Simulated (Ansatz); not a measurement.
**GaH₆PSi: how energies converge with the basis set**

The task here is to estimate one member of a computed series from the others.

Program: Ansatz 0.2.0, Gaussian basis. Level of theory: one geometry, several basis sets. These are calculated values, not measurements.

The runs, in order: PBE0-D4/def2-SVP; ωB97M-V/def2-SVP; PBE0-D4/def2-QZVPP; ωB97M-V/def2-QZVPP; the functionals' def2-TZVPP values are taken from earlier runs.

**The relaxed structure**

An earlier PBE0-D4 in a triple-zeta def2 set relaxation fixed the geometry.

SMILES `P[SiH2][GaH2]`, 9 atoms, charge 0, spin multiplicity 1.

Atoms are counted from 1 here; the program's logs count them from 0.

Bond lengths: P1–Si2 2.266 Å, P1–H4 1.421 Å, P1–H5 1.420 Å, Si2–Ga3 2.414 Å, Si2–H6 1.489 Å, Si2–H7 1.493 Å, Ga3–H8 1.574 Å, Ga3–H9 1.572 Å. Angles: Si2–P1–H4 93.9°, Si2–P1–H5 95.4°, H4–P1–H5 93.7°, P1–Si2–Ga3 108.3°, P1–Si2–H6 106.7°, P1–Si2–H7 112.1°, Ga3–Si2–H6 112.6°, Ga3–Si2–H7 109.8°, H6–Si2–H7 107.4°, Si2–Ga3–H8 119.0°, Si2–Ga3–H9 122.4°, H8–Ga3–H9 118.5°.

As a file:

```mol
GaH6PSi
  3D, bonds by distance, orders not assigned

  9  8  0  0  0  0  0  0  0  0999 V2000
   -1.5411    0.9502   -0.9139 P   0  0
    0.5305    0.5929   -0.0692 Si  0  0
    0.4290   -1.3145    1.4061 Ga  0  0
   -1.5414   -0.2486   -1.6762 H   0  0
   -1.1050    1.7516   -2.0025 H   0  0
    0.9248    1.8430    0.6378 H   0  0
    1.5401    0.3498   -1.1419 H   0  0
   -0.0980   -2.6872    0.8444 H   0  0
    0.8610   -1.2372    2.9155 H   0  0
  1  2  8  0
  2  3  8  0
  1  4  8  0
  1  5  8  0
  2  6  8  0
  2  7  8  0
  3  8  8  0
  3  9  8  0
M  END
```

Set-up of the first run:

in.yaml

```yaml
crystal:
  periodic: [false, false, false]
  atoms:
    - {symbol: P, position_ang: [-1.541083, 0.950184, -0.913932]}
    - {symbol: Si, position_ang: [0.530514, 0.592855, -0.069229]}
    - {symbol: Ga, position_ang: [0.429005, -1.314510, 1.406119]}
    - {symbol: H, position_ang: [-1.541353, -0.248591, -1.676249]}
    - {symbol: H, position_ang: [-1.104982, 1.751644, -2.002494]}
    - {symbol: H, position_ang: [0.924799, 1.842999, 0.637804]}
    - {symbol: H, position_ang: [1.540098, 0.349800, -1.141925]}
    - {symbol: H, position_ang: [-0.097993, -2.687220, 0.844411]}
    - {symbol: H, position_ang: [0.861016, -1.237152, 2.915485]}
basis:
  gaussian: {orbitals: def2-SVP}
hamiltonian: {xc: pbe0, dispersion: d4}
output: {orbitals: {seedname: orbitals}}
```

Launch:

```
$ ansatz run in.yaml --threads 2 --pin off --events-out ev --progress --plain --max-ram 4352MiB
```

Among the steps run: PBE0-D4 in def2-SVP; ωB97M-V in def2-SVP; PBE0-D4 in def2-QZVPP; ωB97M-V in def2-QZVPP.

One of the session's tables, all rows but one given; the rest of the session is left out.

It belongs to the step «Functionals by basis». 

| functional | basis | HOMO (eV) | LUMO (eV) |
| --- | --- | --- | --- |
| PBE0-D4 | def2-SVP | -7.47 | -2.21 |
| PBE0-D4 | def2-TZVPP | -7.49 | -2.24 |
| PBE0-D4 | def2-QZVPP | ? | ? |
| ωB97M-V | def2-SVP | -9.46 | -0.47 |
| ωB97M-V | def2-TZVPP | -9.48 | -0.52 |
| ωB97M-V | def2-QZVPP | -9.48 | -0.62 |

**Question.** Estimate the row for PBE0-D4, def2-QZVPP.

As computed: HOMO (eV): -7.49; LUMO (eV): -2.25.
